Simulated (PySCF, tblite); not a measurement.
# H₇NSSi₂: dynamics, then NMR shifts on frames, part 2 of 2

tblite 0.8.0 and PySCF 2.14.0. Atoms count from 0.

### Step 5. NMR shieldings: 625 fs, PBE0/pcSseg-1

The job: settings as JSON, then the geometry in Å.

```
{"job": {"kind": "nmr", "xc": "PBE0", "basis": "pcSseg-1", "pop": false}, "charge": 0, "multiplicity": 1}
N     -0.921900    -2.314900    -0.618600
Si    -0.688100    -1.679400     0.985500
S      0.452300     0.148300     0.814400
Si     2.170800     0.178500    -0.612000
H     -1.272400    -1.789200    -1.420300
H     -0.317100    -2.937000    -1.058800
H     -1.879300    -1.168300     1.788400
H      0.182900    -2.678000     1.640200
H      1.930900    -0.624800    -1.780000
H      3.352300    -0.457800     0.172200
H      2.305600     1.613800    -0.850400
```

Method: GIAO PBE0/pcSseg-1 NMR shielding, non-relativistic, gas phase.

Log:

```text
coarse grid: 10280 points
cycle   1  E = -1035.6157728086  dE =  7.852e-03  |g| = 4.669e-01  |ddm| = 2.918e+00
cycle   2  E = -1035.5880384186  dE =  2.773e-02  |g| = 5.937e-01  |ddm| = 1.039e+00
cycle   3  E = -1035.6687631079  dE = -8.072e-02  |g| = 4.574e-02  |ddm| = 5.748e-01
cycle   4  E = -1035.6691140313  dE = -3.509e-04  |g| = 2.698e-02  |ddm| = 7.723e-02
cycle   5  E = -1035.6692950918  dE = -1.811e-04  |g| = 3.018e-03  |ddm| = 3.272e-02
cycle   6  E = -1035.6692968119  dE = -1.720e-06  |g| = 8.311e-04  |ddm| = 4.580e-03
final grid: 84200 points
cycle   7  E = -1035.6905571417  dE = -1.035e-05  |g| = 6.077e-03  |ddm| = 1.528e-02
cycle   8  E = -1035.6905492322  dE =  7.909e-06  |g| = 8.436e-03  |ddm| = 1.223e-02
cycle   9  E = -1035.6905649091  dE = -1.568e-05  |g| = 4.706e-04  |ddm| = 7.230e-03
cycle  10  E = -1035.6905649478  dE = -3.866e-08  |g| = 1.146e-04  |ddm| = 4.806e-04
cycle  11  E = -1035.6905649511  dE = -3.306e-09  |g| = 2.809e-05  |ddm| = 1.762e-04
cycle  12  E = -1035.6905649514  dE = -2.578e-10  |g| = 4.454e-06  |ddm| = 4.726e-05
converged SCF energy = -1035.6905649514

GIAO shielding tensors (ppm)
atom      isotropic    diamagn.    paramagn.     s11        s22        s33       span
  0 N      244.762     319.614     -74.851    216.390    245.727    272.170     55.781
  1 Si     380.598     878.836    -498.238    339.133    385.651    417.011     77.878
  2 S      727.012    1062.859    -335.848    591.237    754.149    835.650    244.412
  3 Si     400.245     879.562    -479.317    366.317    387.012    447.406     81.089
  4 H       31.287      33.197      -1.910     25.012     27.044     41.803     16.791
  5 H       31.739      32.523      -0.785     25.665     26.703     42.848     17.183
  6 H       25.309      27.638      -2.330     20.950     23.689     31.287     10.336
  7 H       25.950      28.299      -2.349     22.029     24.405     31.415      9.386
  8 H       27.188      30.754      -3.566     23.353     26.197     32.013      8.660
  9 H       25.624      27.440      -1.816     21.692     23.864     31.317      9.625
 10 H       26.780      29.327      -2.547     22.723     24.877     32.739     10.016
```

It took 6.7 s on 1 thread of Intel Xeon Platinum 8559C, shared host; peak memory 0.64 GiB.

This run: δ N0 23.0, Si1 -31.4, Si3 -51.1, S2 -223, H6 6.41, H9 6.09 ppm.

### Step 6. Nuclear shieldings: 800 fs, PBE0/pcSseg-1

The job: settings as JSON, then the geometry in Å.

```
{"job": {"kind": "nmr", "xc": "PBE0", "basis": "pcSseg-1", "pop": false}, "charge": 0, "multiplicity": 1}
N     -1.531200    -1.651300    -0.731900
Si    -0.798900    -1.595000     0.835700
S      0.344500     0.312500     0.596800
Si     1.637300    -0.147500    -0.965600
H     -2.260800    -2.296600    -0.768700
H     -2.003300    -0.794100    -1.159100
H     -1.511100    -1.314500     2.126100
H      0.007600    -2.739200     0.617500
H      2.446400    -1.225400    -0.356200
H      2.409300     1.172600    -1.209800
H      0.899500    -0.694200    -2.179500
```

With the program's defaults for keys left out, this is: GIAO PBE0/pcSseg-1 NMR shielding, non-relativistic, gas phase.

Log:

```text
coarse grid: 10280 points
cycle   1  E = -1035.6053971913  dE =  8.971e-02  |g| = 4.679e-01  |ddm| = 2.937e+00
cycle   2  E = -1035.5676395697  dE =  3.776e-02  |g| = 6.286e-01  |ddm| = 1.189e+00
cycle   3  E = -1035.6586407929  dE = -9.100e-02  |g| = 5.602e-02  |ddm| = 7.156e-01
cycle   4  E = -1035.6592573437  dE = -6.166e-04  |g| = 2.676e-02  |ddm| = 9.337e-02
cycle   5  E = -1035.6594332482  dE = -1.759e-04  |g| = 3.840e-03  |ddm| = 3.645e-02
cycle   6  E = -1035.6594367203  dE = -3.472e-06  |g| = 1.003e-03  |ddm| = 6.582e-03
final grid: 84200 points
cycle   7  E = -1035.6803868473  dE = -1.294e-05  |g| = 5.591e-03  |ddm| = 1.606e-02
cycle   8  E = -1035.6803802574  dE =  6.590e-06  |g| = 7.722e-03  |ddm| = 1.257e-02
cycle   9  E = -1035.6803933049  dE = -1.305e-05  |g| = 5.801e-04  |ddm| = 7.658e-03
cycle  10  E = -1035.6803933709  dE = -6.602e-08  |g| = 1.243e-04  |ddm| = 7.061e-04
cycle  11  E = -1035.6803933746  dE = -3.753e-09  |g| = 3.262e-05  |ddm| = 1.995e-04
cycle  12  E = -1035.6803933750  dE = -3.472e-10  |g| = 7.519e-06  |ddm| = 5.760e-05
converged SCF energy = -1035.6803933750

GIAO shielding tensors (ppm)
atom      isotropic    diamagn.    paramagn.     s11        s22        s33       span
  0 N      238.557     314.913     -76.356    201.510    237.532    276.629     75.119
  1 Si     359.545     879.774    -520.229    317.203    345.766    415.667     98.464
  2 S      760.938    1061.955    -301.017    610.046    774.657    898.111    288.065
  3 Si     403.473     879.195    -475.722    370.595    392.943    446.879     76.284
  4 H       32.839      29.953       2.885     25.043     28.339     45.134     20.091
  5 H       29.963      30.617      -0.654     23.032     28.056     38.801     15.769
  6 H       25.484      28.522      -3.038     21.507     23.342     31.602     10.096
  7 H       26.536      29.985      -3.449     23.184     24.441     31.983      8.800
  8 H       26.139      28.633      -2.495     21.761     24.338     32.318     10.557
  9 H       25.678      27.543      -1.865     22.038     23.442     31.554      9.515
 10 H       25.616      28.286      -2.671     21.086     25.342     30.418      9.332
```

Run time: 6.8 s. Hardware: 1 thread of Intel Xeon Platinum 8559C, shared host; peak memory 0.6 GiB.

This run: δ N0 29.2, Si1 -10.4, Si3 -54.3, S2 -257, H6 6.23, H10 6.10 ppm.

### Step 7. Shielding tensors: 1000 fs, PBE0/pcSseg-1

The job: settings as JSON, then the geometry in Å.

```
{"job": {"kind": "nmr", "xc": "PBE0", "basis": "pcSseg-1", "pop": false}, "charge": 0, "multiplicity": 1}
N     -1.777300    -1.859800    -1.100200
Si    -1.718200    -1.219700     0.577400
S     -0.073800     0.168800     0.639200
Si     1.424400    -0.597800    -0.707200
H     -2.689300    -2.033900    -1.474300
H     -1.212700    -1.466700    -1.857100
H     -2.701100    -0.234400     1.141600
H     -1.337300    -2.367900     1.499100
H      2.095300    -1.419400     0.325900
H      2.213400     0.637600    -0.908200
H      1.123100    -1.484700    -1.795600
```

With the program's defaults for keys left out, this is: GIAO PBE0/pcSseg-1 NMR shielding, non-relativistic, gas phase.

Log:

```text
coarse grid: 10280 points
cycle   1  E = -1035.6074393839  dE =  4.579e-02  |g| = 4.517e-01  |ddm| = 2.943e+00
cycle   2  E = -1035.5795931380  dE =  2.785e-02  |g| = 5.816e-01  |ddm| = 1.097e+00
cycle   3  E = -1035.6582267074  dE = -7.863e-02  |g| = 4.703e-02  |ddm| = 6.233e-01
cycle   4  E = -1035.6586018815  dE = -3.752e-04  |g| = 2.706e-02  |ddm| = 8.387e-02
cycle   5  E = -1035.6587895548  dE = -1.877e-04  |g| = 3.139e-03  |ddm| = 3.443e-02
cycle   6  E = -1035.6587916915  dE = -2.137e-06  |g| = 6.115e-04  |ddm| = 4.870e-03
final grid: 84200 points
cycle   7  E = -1035.6797278055  dE = -1.295e-05  |g| = 5.986e-03  |ddm| = 1.739e-02
cycle   8  E = -1035.6797194891  dE =  8.316e-06  |g| = 8.438e-03  |ddm| = 1.341e-02
cycle   9  E = -1035.6797353524  dE = -1.586e-05  |g| = 5.139e-04  |ddm| = 8.198e-03
cycle  10  E = -1035.6797353997  dE = -4.735e-08  |g| = 1.273e-04  |ddm| = 6.070e-04
cycle  11  E = -1035.6797354037  dE = -3.996e-09  |g| = 3.359e-05  |ddm| = 2.049e-04
cycle  12  E = -1035.6797354041  dE = -3.774e-10  |g| = 4.995e-06  |ddm| = 5.575e-05
converged SCF energy = -1035.6797354041

GIAO shielding tensors (ppm)
atom      isotropic    diamagn.    paramagn.     s11        s22        s33       span
  0 N      245.649     317.083     -71.434    204.692    253.858    278.397     73.705
  1 Si     378.660     878.679    -500.018    344.743    361.060    430.178     85.435
  2 S      798.068    1062.623    -264.556    648.586    827.296    918.322    269.736
  3 Si     419.231     880.409    -461.178    381.529    409.795    466.370     84.841
  4 H       31.468      28.384       3.084     23.762     26.557     44.085     20.323
  5 H       30.828      33.104      -2.276     22.756     29.611     40.116     17.360
  6 H       25.325      28.223      -2.898     21.344     23.362     31.268      9.924
  7 H       25.307      27.536      -2.229     21.468     23.295     31.158      9.690
  8 H       26.057      29.180      -3.122     20.989     24.504     32.679     11.690
  9 H       26.622      29.189      -2.567     22.331     24.504     33.031     10.700
 10 H       27.204      30.362      -3.157     22.799     27.092     31.723      8.923
```

Wall time 6.7 s (1 thread of Intel Xeon Platinum 8559C, shared host); peak memory 0.64 GiB.

This run: δ N0 22.1, Si1 -29.5, Si3 -70.1, S2 -294, H7 6.41, H6 6.39 ppm.

### Step 8. Comparing the runs: NMR shifts

Shifts (ppm) of some atoms, chosen among heavy atoms and hydrogens apart, with basis size and wall time:

| frame | H6 | H10 | H5 | N0 | Si1 | Si3 | S2 | functions | time |
| --- | --- | --- | --- | --- | --- | --- | --- | --- | --- |
| 250 fs | 5.46 | 3.55 | 2.18 | 19.9 | -22.4 | -60.7 | -289 | 124 | 10 s |
| 425 fs | 4.68 | 4.28 | 0.71 | 17.5 | -16.1 | -37.4 | -230 | 124 | 6.6 s |
| 625 fs | 6.41 | 4.94 | -0.02 | 23.0 | -31.4 | -51.1 | -223 | 124 | 6.7 s |
| 800 fs | 6.23 | 6.10 | 1.75 | 29.2 | -10.4 | -54.3 | -257 | 124 | 6.8 s |
| 1000 fs | 6.39 | 4.51 | 0.89 | 22.1 | -29.5 | -70.1 | -294 | 124 | 6.7 s |

### Step 9. Summary of results

What follows sums up all 2 parts.

```
                                       quantity                                         value
                                     thermostat                                         400 K
                  mean temperature, second half                                         383 K
        mean potential energy above the minimum                                       0.44 eV
  ¹H shifts against TMS (PBE0/pcSseg-1, 250 fs)  5.97, 5.46, 5.22, 4.64, 3.55, 2.18, 0.25 ppm
 ¹⁵N shifts against NH3 (PBE0/pcSseg-1, 250 fs)                                      19.9 ppm
²⁹Si shifts against TMS (PBE0/pcSseg-1, 250 fs)                              -22.4, -60.7 ppm
 ³³S shifts against CS2 (PBE0/pcSseg-1, 250 fs)                                      -289 ppm
          surface potential, 1st and 99th percentile                            -1.19 V and 1.76 V
                       range of the shift of S2                              -294 to -223 ppm
```

In words: In the second half the potential energy averages 0.44 eV above the minimum; equipartition over 27 harmonic modes at 400 K would give 0.47 eV. With 11 atoms the temperature swings widely (197 to 587 K). Shifts at one fixed geometry are not the observed spectrum, which averages over the motion. In the first frame run (250 fs): The largest span, 201 ppm, is at S2, where the paramagnetic term is -269 ppm. Across the 5 runs the shift of S2 moves most, between -294 (1000 fs) and -223 ppm (625 fs).
